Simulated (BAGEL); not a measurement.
# HF/def2-SVP (density fitting with qzvpp-jkfit) run of CH4AlFO (SMILES [CH3][Al]([OH])[F])

What is the vertical singlet–triplet gap of CH4AlFO at HF/def2-SVP (density fitting with qzvpp-jkfit)? 

Program for the calculation: BAGEL 1.2.2.

2 further runs of the same task are left out: 1 that didn't finish, 1 set aside as unsound or not needed.

## Step 1: The system as given

CH4AlFO: 8 atoms, total charge 0, spin state singlet. As SMILES, `[CH3][Al]([OH])[F]`. Geometry: relaxed at PBE0-D4/def2-TZVP. This is one conformer, not always the lowest.

Bond lengths: C1–Al2 1.930 Å, Al2–O3 1.689 Å, Al2–F4 1.654 Å, C1–H5 1.094 Å, C1–H6 1.093 Å, C1–H7 1.091 Å, O3–H8 0.956 Å. Angles: C1–Al2–O3 120.6°, C1–Al2–F4 121.2°, O3–Al2–F4 118.2°, Al2–C1–H5 110.7°, Al2–C1–H6 110.7°, Al2–C1–H7 111.9°, Al2–O3–H8 123.8°, H5–C1–H6 106.8°, H5–C1–H7 108.2°, H6–C1–H7 108.3°.

## Step 2: The energy at HF/def2-SVP (density fitting with qzvpp-jkfit)

The input, calc.json:

```json
{ "bagel" : [

{
  "title" : "molecule",
  "basis" : "svp",
  "df_basis" : "qzvpp-jkfit",
  "angstrom" : "true",
  "geometry" : [
    { "atom" : "C", "xyz" : [   -0.540500,    1.137000,   -0.105400 ] },
    { "atom" : "Al", "xyz" : [    0.133600,   -0.668900,   -0.198600 ] },
    { "atom" : "O", "xyz" : [    1.255200,   -1.228300,    0.933600 ] },
    { "atom" : "F", "xyz" : [   -0.366000,   -1.708800,   -1.383300 ] },
    { "atom" : "H", "xyz" : [    0.272900,    1.859000,   -0.220000 ] },
    { "atom" : "H", "xyz" : [   -0.998800,    1.329500,    0.868500 ] },
    { "atom" : "H", "xyz" : [   -1.283600,    1.335300,   -0.879800 ] },
    { "atom" : "H", "xyz" : [    1.619500,   -2.111800,    0.929100 ] }
  ]
},
{
  "title" : "hf"
},
{
  "title" : "print",
  "file" : "orbitals.molden",
  "orbitals" : "true"
}

]}
```

Command:

```console
$ BAGEL_NUM_THREADS=1 BAGEL calc.json > calc.out
```

The log of the run:

```text
* using 1 threads per process

  ===============================================================
  ===============================================================

  *** Geometry ***

  { "atom" : "C", "xyz" : [     -1.021397,      2.148619,     -0.199177 ] },
  { "atom" : "Al", "xyz" : [      0.252467,     -1.264038,     -0.375300 ] },
  { "atom" : "O", "xyz" : [      2.371984,     -2.321151,      1.764248 ] },
  { "atom" : "F", "xyz" : [     -0.691640,     -3.229164,     -2.614058 ] },
  { "atom" : "H", "xyz" : [      0.515706,      3.513001,     -0.415740 ] },
  { "atom" : "H", "xyz" : [     -1.887458,      2.512391,      1.641227 ] },
  { "atom" : "H", "xyz" : [     -2.425652,      2.523351,     -1.662581 ] },
  { "atom" : "H", "xyz" : [      3.060411,     -3.990724,      1.755745 ] },

  Number of auxiliary basis functions:      429

  Since a DF basis is specified, we compute 2- and 3-index integrals:
    o Being stored without compression. Storage requirement is 0.022 GB

  Number of basis functions:       80
  Number of electrons      :       40

    * METHOD: MOLECULE                             0.14

  *** RHF ***

  === Nuclear Repulsion ===
   157.1934883848

      * DIIS with orbital gradients will be used.

  === RHF iteration (svp) ===
      0       -456.01090308          0.02517445           0.04
      1       -456.20704132          0.01583347           0.04
      2       -456.31387702          0.00143252           0.04
      3       -456.31500366          0.00054705           0.04
      4       -456.31514630          0.00007497           0.04
      5       -456.31515167          0.00002774           0.04
      6       -456.31515221          0.00001295           0.04
      7       -456.31515235          0.00000204           0.04
      8       -456.31515235          0.00000058           0.04
      9       -456.31515235          0.00000020           0.04
     10       -456.31515235          0.00000007           0.04
     11       -456.31515235          0.00000002           0.04
     12       -456.31515235          0.00000001           0.04
    * SCF iteration converged.

    * Permanent dipole moment:
           (   -0.113834,    -0.069926,    -0.179167) a.u.

    * METHOD: HF                                   0.65

    * METHOD: PRINT                                0.01

  ===============================================================
```

Run time: 0.97 s. Hardware: 1 thread of Arm Neoverse V2, shared host; peak memory 0.099 GiB.

## Step 3: The triplet

The input, input.json:

```json
{ "bagel": [

{
  "title": "molecule",
  "basis": "svp",
  "df_basis": "qzvpp-jkfit",
  "angstrom": true,
  "geometry": [
    { "atom": "C", "xyz": [   -0.540500,    1.137000,   -0.105400 ] },
    { "atom": "Al", "xyz": [    0.133600,   -0.668900,   -0.198600 ] },
    { "atom": "O", "xyz": [    1.255200,   -1.228300,    0.933600 ] },
    { "atom": "F", "xyz": [   -0.366000,   -1.708800,   -1.383300 ] },
    { "atom": "H", "xyz": [    0.272900,    1.859000,   -0.220000 ] },
    { "atom": "H", "xyz": [   -0.998800,    1.329500,    0.868500 ] },
    { "atom": "H", "xyz": [   -1.283600,    1.335300,   -0.879800 ] },
    { "atom": "H", "xyz": [    1.619500,   -2.111800,    0.929100 ] }
  ]
},
{ "title": "uhf", "nopen": 2 },
{ "title": "print", "file": "orbitals.molden", "orbitals": true }

]}
```

Command:

```console
$ BAGEL_NUM_THREADS=1 BAGEL input.json > input.out
```

The log of the run:

```text
* using 1 threads per process

  ===============================================================
  ===============================================================

  *** Geometry ***

  { "atom" : "C", "xyz" : [     -1.021397,      2.148619,     -0.199177 ] },
  { "atom" : "Al", "xyz" : [      0.252467,     -1.264038,     -0.375300 ] },
  { "atom" : "O", "xyz" : [      2.371984,     -2.321151,      1.764248 ] },
  { "atom" : "F", "xyz" : [     -0.691640,     -3.229164,     -2.614058 ] },
  { "atom" : "H", "xyz" : [      0.515706,      3.513001,     -0.415740 ] },
  { "atom" : "H", "xyz" : [     -1.887458,      2.512391,      1.641227 ] },
  { "atom" : "H", "xyz" : [     -2.425652,      2.523351,     -1.662581 ] },
  { "atom" : "H", "xyz" : [      3.060411,     -3.990724,      1.755745 ] },

  Number of auxiliary basis functions:      429

  Since a DF basis is specified, we compute 2- and 3-index integrals:
    o Being stored without compression. Storage requirement is 0.022 GB

  Number of basis functions:       80
  Number of electrons      :       40

    * METHOD: MOLECULE                             0.14

  *** Open-shell HF ***

  === Nuclear Repulsion ===
   157.1934883848

      * DIIS with orbital gradients will be used.

  === UHF iteration (svp) ===
      0       -455.72498400          0.04771068           0.08
      1       -455.90627173          0.03520973           0.08
      2       -455.98678797          0.02372351           0.09
      3       -456.05128575          0.00161547           0.08
      4       -456.05303943          0.00074480           0.08
      5       -456.05340910          0.00035900           0.09
      6       -456.05353266          0.00012309           0.08
      7       -456.05356546          0.00005095           0.08
      8       -456.05357173          0.00003508           0.09
      9       -456.05357520          0.00003030           0.09
     10       -456.05357777          0.00003070           0.09
     11       -456.05357623          0.00002964           0.09
     12       -456.05357213          0.00002544           0.09
     13       -456.05356524          0.00001515           0.08
     14       -456.05356385          0.00000822           0.09
     15       -456.05356376          0.00000515           0.09
     16       -456.05356378          0.00000322           0.08
     17       -456.05356379          0.00000168           0.09
     18       -456.05356380          0.00000123           0.08
     19       -456.05356380          0.00000103           0.09
     20       -456.05356380          0.00000099           0.09
     21       -456.05356381          0.00000099           0.09
     22       -456.05356381          0.00000100           0.09
     23       -456.05356380          0.00000097           0.09
     24       -456.05356380          0.00000095           0.09
     25       -456.05356380          0.00000088           0.09
     26       -456.05356380          0.00000074           0.09
     27       -456.05356379          0.00000055           0.09
     28       -456.05356379          0.00000044           0.09
     29       -456.05356379          0.00000032           0.09
     30       -456.05356379          0.00000020           0.09
     31       -456.05356379          0.00000015           0.09
     32       -456.05356379          0.00000013           0.09
     33       -456.05356379          0.00000011           0.09
     34       -456.05356379          0.00000011           0.09
     35       -456.05356379          0.00000010           0.09
     36       -456.05356379          0.00000010           0.09
     37       -456.05356379          0.00000010           0.09
     38       -456.05356379          0.00000010           0.09
     39       -456.05356379          0.00000010           0.09
     40       -456.05356379          0.00000010           0.09
     41       -456.05356379          0.00000010           0.09
     42       -456.05356379          0.00000010           0.09
     43       -456.05356379          0.00000008           0.09
     44       -456.05356379          0.00000004           0.09
     45       -456.05356379          0.00000002           0.08
     46       -456.05356379          0.00000002           0.08
     47       -456.05356379          0.00000001           0.08
    * SCF iteration converged.

    * S^2 (UHF) is 2.0112

    * Permanent dipole moment:
           (    0.489854,    -1.651237,    -0.343853) a.u.

    * METHOD: UHF                                  4.25

    * METHOD: PRINT                                0.01

  ===============================================================
```

It took 4.8 s on 1 thread of Arm Neoverse V2, shared host; peak memory 0.1 GiB.

## Step 4: Results

At HF/def2-SVP (density fitting with qzvpp-jkfit):

| quantity | value |
| --- | --- |
| singlet: total energy | -456.31515 Eh |
| singlet: dipole moment | 0.57 D |
| singlet: HOMO energy | -12.18 eV |
| singlet: LUMO energy | 2.71 eV |
| singlet: HOMO–LUMO gap | 14.89 eV |
| triplet: total energy | -456.05356 Eh |
| triplet: dipole moment | 4.46 D |
| triplet: ⟨S²⟩ | 2.011 |
| vertical energy of the triplet above the singlet | 7.118 eV |

What this shows: At this shape the triplet lies 7.12 eV (687 kJ/mol) above the singlet.
